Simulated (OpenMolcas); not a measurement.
# One shape, several levels: C2H2FSi− (SMILES C#C[SiH-]F)

We compute a comparison of 6 runs (HF/3-21G, HF/def2-SVP, B3LYP/6-31G*, PBE0/def2-SVP, B2PLYP/6-311+G**, B3LYP/6-311+G**) of C2H2FSi−. 

The calculation is run with OpenMolcas 26.06.

4 further runs of the same task are left out: 4 set aside as unsound or not needed.

## Step 1: The molecule

C2H2FSi−: 6 atoms, total charge -1, spin state singlet. SMILES: `C#C[SiH-]F`. The coordinates come from a GFN2-xTB relaxation.

Bond lengths: C1–C2 1.210 Å, C2–Si3 1.869 Å, Si3–F4 1.726 Å, C1–H5 1.062 Å, Si3–H6 1.523 Å. Angles: C1–C2–Si3 160.2°, C2–Si3–F4 99.9°, C2–C1–H5 174.2°, C2–Si3–H6 99.7°, F4–Si3–H6 94.8°.

## Step 2: Energy and gradient at HF/3-21G (run 1)

The input, calc.inp:

```
* C2H2FSi Hartree-Fock
&GATEWAY
BasLib
$CurrDir
Coord
6
angstrom
C        1.111270      -0.445760      -1.230420
C        0.327710      -0.094560      -0.377550
Si      -0.326790       0.561260       1.245330
F       -1.396830      -0.723260       1.675750
H        1.713780      -0.774250      -2.040660
H       -1.429140       1.476570       0.727570
Basis
3-21G
Group
NoSym
&SEWARD
&SCF
Charge
-1
Thresholds
1e-10 1e-07 1e-07 1e-05
PrOrbitals
1 2
&ALASKA
```

The basis set 3-21G is read from a file made from the Basis Set Exchange's data (not shown).

On the command line:

```
export MOLCAS_MEM=1860
pymolcas calc.inp > calc.log
```

Output:

```text
--- Start Module: gateway ---
[...]
--- Stop Module: gateway /rc=_RC_ALL_IS_WELL_ ---
[...]
      Basis functions           44
[...]
--- Start Module: scf ---
[...]
       Convergence after  18 Iterations
[...]
::    Total SCF energy                               -462.7572144475
[...]
      Total spin, S                                     0.0000000000
[...]
      Total electronic charge=   38.000000
      Total            charge=   -1.000000
[...]
      Dipole Moment (debye):
      Origin of the operator (angstrom)=   -0.2483   -0.0523    0.6310
                   X=  1.1297E+00               Y= -1.0778E+00               Z= -2.1588E+00           Total=  2.6643E+00
      Center of Charge (angstrom)
[...]
--- Stop Module: scf /rc=_RC_ALL_IS_WELL_ ---
--- Start Module: alaska ---
[...]
 *              Molecular gradients               *
 **************************************************
  Irreducible representation: a
 ------------------------------------------------------------------------------------------
                              X                       Y                       Z
 ------------------------------------------------------------------------------------------
  C1                1.40329826874979E-02    1.97688134249585E-03    8.43970632890745E-03
  C2               -3.22144203038359E-02    9.21986693963284E-03    2.63219763625377E-02
  SI3               2.61731388736264E-02    8.37456709076889E-03   -3.61260972029251E-02
  F4               -1.24010668969010E-02   -7.55989008427171E-03    1.08866961426557E-03
  H5                2.90136831555099E-03   -3.11085542746503E-03   -8.27564570999062E-03
  H6                1.50799732405815E-03   -8.90056986116106E-03    8.55139060724797E-03
 ------------------------------------------------------------------------------------------
--- Stop Module: alaska /rc=_RC_ALL_IS_WELL_ ---
[...]
```

Run time: 2.3 s. Hardware: 1 thread of Arm Neoverse V1, shared host; peak memory 0.38 GiB.

## Step 3: Energy and gradient at HF/def2-SVP (run 2)

The input, test.inp:

```
>>> EXPORT MOLCAS_PRINT=2

&GATEWAY
  BasLib = $CurrDir
  Coord
  6
  angstrom
  C        1.111270      -0.445760      -1.230420
  C        0.327710      -0.094560      -0.377550
  Si      -0.326790       0.561260       1.245330
  F       -1.396830      -0.723260       1.675750
  H        1.713780      -0.774250      -2.040660
  H       -1.429140       1.476570       0.727570
  Basis = def2-SVP
  Group = NoSym

&SEWARD

&SCF
  Charge = -1
  Thresholds = 1e-10 1e-07 1e-07 1e-05
  PrOrbitals = 1 2

&ALASKA
```

The basis set def2-SVP is read from a file made from the Basis Set Exchange's data (not shown).

On the command line:

```
export MOLCAS_MEM=1860
pymolcas test.inp > test.log
```

Output:

```text
--- Start Module: gateway ---
[...]
--- Stop Module: gateway /rc=_RC_ALL_IS_WELL_ ---
[...]
      Basis functions           70
[...]
--- Start Module: scf ---
[...]
       Convergence after  18 Iterations
[...]
::    Total SCF energy                               -465.0115755426
[...]
      Total spin, S                                     0.0000000000
[...]
      Total electronic charge=   38.000000
      Total            charge=   -1.000000
[...]
      Dipole Moment (debye):
      Origin of the operator (angstrom)=   -0.2483   -0.0523    0.6310
                   X=  9.6183E-01               Y= -1.1609E+00               Z= -2.1545E+00           Total=  2.6296E+00
      Center of Charge (angstrom)
[...]
--- Stop Module: scf /rc=_RC_ALL_IS_WELL_ ---
[...]
--- Start Module: alaska ---
[...]
 *              Molecular gradients               *
 **************************************************
  Irreducible representation: a
 ------------------------------------------------------------------------------------------
                              X                       Y                       Z
 ------------------------------------------------------------------------------------------
  C1                1.23191436362671E-02    1.08779424829120E-04    1.83054821636652E-03
  C2               -1.90906202232863E-02    5.91327712255163E-03    1.72160337266307E-02
  SI3               1.99494302648082E-02    5.26759577396696E-03   -2.99071437389555E-02
  F4               -1.05435869990131E-02   -7.93739180840802E-03    3.34704837707367E-03
  H5               -2.87769199511256E-03    4.79959186882040E-04    1.03032419287441E-03
  H6                2.43325316348297E-04   -3.83221969988323E-03    6.48318922591617E-03
 ------------------------------------------------------------------------------------------
--- Stop Module: alaska /rc=_RC_ALL_IS_WELL_ ---
[...]
```

Wall time 5.1 s (1 thread of Arm Neoverse V1, shared host); peak memory 0.41 GiB.

## Step 4: Energy and forces at B3LYP/6-31G(d) (spherical functions) (run 3)

The input, mol.input:

```
* C2H2FSi Kohn-Sham DFT

&gateway
 baslib=$CurrDir
 coord
 6
 angstrom
 C        1.111270      -0.445760      -1.230420
 C        0.327710      -0.094560      -0.377550
 Si      -0.326790       0.561260       1.245330
 F       -1.396830      -0.723260       1.675750
 H        1.713780      -0.774250      -2.040660
 H       -1.429140       1.476570       0.727570
 basis=6-31Gs
 group=NoSym

&seward
 gridinput
 Grid=UltraFine
 End of Grid

&scf
 charge=-1
 ksdft=B3LYP
 thresholds=1e-10 1e-07 1e-07 1e-05
 prorbitals=0

&alaska
```

The basis set 6-31G* is read from a file made from the Basis Set Exchange's data (not shown).

On the command line:

```
export MOLCAS_MEM=1860
pymolcas mol.input > mol.log
```

Output:

```text
--- Start Module: gateway ---
[...]
--- Stop Module: gateway /rc=_RC_ALL_IS_WELL_ ---
[...]
      Basis functions           64
[...]
--- Start Module: scf ---
[...]
       Convergence after  18 Iterations
[...]
::    Total KS-DFT energy                            -466.7261804922
[...]
      Total spin, S                                     0.0000000000
[...]
      Total electronic charge=   38.000000
      Total            charge=   -1.000000
[...]
      Dipole Moment (debye):
      Origin of the operator (angstrom)=   -0.2483   -0.0523    0.6310
                   X=  5.1859E-01               Y= -1.2116E+00               Z= -1.9476E+00           Total=  2.3516E+00
      Center of Charge (angstrom)
[...]
--- Stop Module: scf /rc=_RC_ALL_IS_WELL_ ---
[...]
--- Start Module: alaska ---
[...]
 *              Molecular gradients               *
 **************************************************
  Irreducible representation: a
 ------------------------------------------------------------------------------------------
                              X                       Y                       Z
 ------------------------------------------------------------------------------------------
  C1               -1.58905141877277E-02    9.65384575392703E-03    2.41292326754792E-02
  C2                1.21154715353518E-02   -8.58243942823411E-03   -1.39915189289346E-02
  SI3               1.32885046853461E-02    1.15555122975888E-02   -2.24334635654815E-02
  F4               -9.80915611732769E-03   -6.56923343457905E-03    1.14823723690094E-03
  H5               -2.12763343844458E-03    1.19109468565815E-03    2.91731413474938E-03
  H6                2.42332752276386E-03   -7.24877987427330E-03    8.23019844730566E-03
 ------------------------------------------------------------------------------------------
--- Stop Module: alaska /rc=_RC_ALL_IS_WELL_ ---
[...]
```

Run time: 19 s. Hardware: 1 thread of Arm Neoverse V1, shared host; peak memory 0.4 GiB.

Runs 4 to 5 aren't shown in full; the table further down has their settings and results.

## Step 5: Energy and gradient at B3LYP/6-311+G(d,p) (run 6)

The input, job.inp:

```
&gateway
baslib
$CurrDir
coord
6
angstrom
C        1.111270      -0.445760      -1.230420
C        0.327710      -0.094560      -0.377550
Si      -0.326790       0.561260       1.245330
F       -1.396830      -0.723260       1.675750
H        1.713780      -0.774250      -2.040660
H       -1.429140       1.476570       0.727570
basis
6-311pGss
group
NoSym
&seward
gridinput
Grid=UltraFine
End of Grid
&scf
charge
-1
ksdft
B3LYP
thresholds
1e-10 1e-07 1e-07 1e-05
prorbitals
1 2
&alaska
```

The basis set 6-311+G** is read from a file made from the Basis Set Exchange's data (not shown).

On the command line:

```
export MOLCAS_MEM=1860
pymolcas job.inp > job.log
```

Output:

```text
--- Start Module: gateway ---
[...]
--- Stop Module: gateway /rc=_RC_ALL_IS_WELL_ ---
[...]
      Basis functions          108
[...]
--- Start Module: scf ---
[...]
       Convergence after  20 Iterations
[...]
::    Total KS-DFT energy                            -466.8402179476
[...]
      Total spin, S                                     0.0000000000
[...]
      Total electronic charge=   38.000000
      Total            charge=   -1.000000
[...]
      Dipole Moment (debye):
      Origin of the operator (angstrom)=   -0.2483   -0.0523    0.6310
                   X=  6.9085E-01               Y= -9.7546E-01               Z= -2.1248E+00           Total=  2.4380E+00
      Center of Charge (angstrom)
[...]
--- Stop Module: scf /rc=_RC_ALL_IS_WELL_ ---
[...]
--- Start Module: alaska ---
[...]
 *              Molecular gradients               *
 **************************************************
  Irreducible representation: a
 ------------------------------------------------------------------------------------------
                              X                       Y                       Z
 ------------------------------------------------------------------------------------------
  C1               -1.06363728061698E-02    8.36337743011750E-03    2.06854335404234E-02
  C2                6.69802499153960E-03   -6.56326648525685E-03   -9.18520722545302E-03
  SI3               4.45094800293422E-03   -7.42713461672651E-04   -1.62779569740783E-02
  F4               -3.49188229018083E-04    2.49687534671494E-03   -1.45813032227160E-03
  H5               -1.24794943597850E-03    1.42727833090106E-04    1.36987475955586E-04
  H6                1.08453747665660E-03   -3.69700066311429E-03    6.09887350544208E-03
 ------------------------------------------------------------------------------------------
--- Stop Module: alaska /rc=_RC_ALL_IS_WELL_ ---
[...]
```

Run time: 46 s. Hardware: 1 thread of Arm Neoverse V1, shared host; peak memory 0.63 GiB.

## Step 6: The series

| run | level | integration grid | task | energy (Eh) | HOMO energy (eV) | LUMO energy (eV) | HOMO–LUMO gap (eV) | wall time |
| --- | --- | --- | --- | --- | --- | --- | --- | --- |
| 1 | HF/3-21G | – | gradient | -462.757214 | -1.93 | 9.13 | 11.06 | 2.3 s |
| 2 | HF/def2-SVP | – | gradient | -465.011576 | -2.03 | 8.73 | 10.76 | 5.1 s |
| 3 | B3LYP/6-31G* (spherical functions) | UltraFine | gradient | -466.726180 | 0.61 | 5.16 | 4.55 | 19 s |
| 4 | PBE0/def2-SVP | UltraFine | gradient | -466.191738 | 0.26 | 5.16 | 4.90 | 19 s |
| 5 | B2PLYP/6-311+G** | UltraFine | energy | -466.540781 | -1.04 | 3.87 | 4.91 | 36 s |
| 6 | B3LYP/6-311+G** | UltraFine | gradient | -466.840218 | -0.12 | 3.32 | 3.44 | 46 s |

## Step 7: Outcome

| quantity | value |
| --- | --- |
| run 6: total energy | -466.84022 Eh |
| run 6: HOMO energy | -0.12 eV |
| run 6: LUMO energy | 3.32 eV |
| run 6: HOMO–LUMO gap (to an unbound level, set by the basis) | 3.44 eV |
| run 6: largest force on an atom | 1.271 eV/Å |

In words: The HOMO–LUMO gap runs from 3.44 eV (B3LYP/6-311+G**) to 11.06 eV (HF/3-21G). The two ends differ in method and basis. The empty levels of an anion lie above zero and hang on the basis. For B2PLYP the log adds the whole second-order term; the table takes 0.27 of it, as the functional is defined. Totals of different functionals can't be ranked against each other. In runs 3, 4 the HOMO lies above zero, so the outermost electron may be held by the basis alone. All runs together took 2.1 min, the longest 46 s.
